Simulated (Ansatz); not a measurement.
AlBrH₄O₂Si, SMILES [OH][Al]([Br])[O][SiH3], a single point in a Gaussian basis

Program: the Ansatz DFT code, driven from Python.

At the Python prompt:
```pycon
>>> from dataclasses import dataclass
>>> import ansatz as az
>>> from ase import Atoms
>>> @dataclass
... class Settings:
...     basis_set: str = '6-31G*'
...     xc: str = 'r2scan'
...     vdw: str = 'd3bj'
...
>>> opts = Settings()
>>> atoms = Atoms(['O', 'Al', 'Br', 'O', 'Si', 'H', 'H', 'H', 'H'], positions=[
...     [1.9665, 1.3513, -0.8704],
...     [1.366, -0.1225, -0.008],
...     [2.2864, -0.6874, 2.0775],
...     [0.1177, -1.1558, -0.7322],
...     [-1.4277, -0.5336, -0.1349],
...     [1.3171, 2.1224, -0.5444],
...     [-1.5708, 0.8749, -0.5398],
...     [-2.5127, -1.2952, -0.659],
...     [-1.454, -0.6005, 1.3941],
... ])
>>> geometry = az.Crystal.molecule_from_ase(atoms)
>>> setup = geometry.calculation()
>>> setup = setup.basis(gaussian=opts.basis_set)
>>> setup = setup.functional(opts.xc, dispersion=opts.vdw)
>>> result = setup.run()
DeckWarning: the engine holds no damping parameters fitted to this dispersion correction and functional, so the run takes those fitted to r2scan beside the three-body term, which d3bj leaves out (hamiltonian.dispersion, under Limitations)
>>> r = result.report
>>> r['reference_energy_ev']
-88671.4385091574
>>> r['n_occupied'], r['n_virtual']
([41, 41], [70, 70])
>>> print('reference energy %16.6f eV' % r['reference_energy_ev'])
reference energy    -88671.438509 eV
>>> print('total energy     %16.6f eV' % r['free_energy_ev'])
total energy        -88671.500699 eV
>>> print('occupied orbitals outside the frozen core (up, down):', r['n_occupied'], ' frozen:', r['n_frozen'], ' virtual:', r['n_virtual'])
occupied orbitals outside the frozen core (up, down): [41, 41]  frozen: 0  virtual: [70, 70]
>>> state = r['mean_field']['state']
>>> print(f'mean field: {state["energy"]["hartree"]:.7f} Ha, <S^2> = {abs(state["spin_squared"]):.4f}, stability: {state.get("stability", {}).get("kind")}')
mean field: -3258.6152616 Ha, <S^2> = 0.0000, stability: minimum
```

Total energies depend on the basis set; only differences at equal settings carry meaning. Warnings are shown shortened and without file and line. The geometry is a force-field or estimated start, not a minimum of this method, and the basis set is short of its limit. Total less reference energy is the dispersion correction. A dispersion term here runs with damping parameters fitted for another variant or functional. Run time: 6 s on 1 thread of Intel(R) Xeon(R) Platinum 8375C CPU @ 2.90GHz (Ice Lake) (shared host), peak memory 0.26 GiB.

(Lines on the test bed's own set-up are left out of the output.)
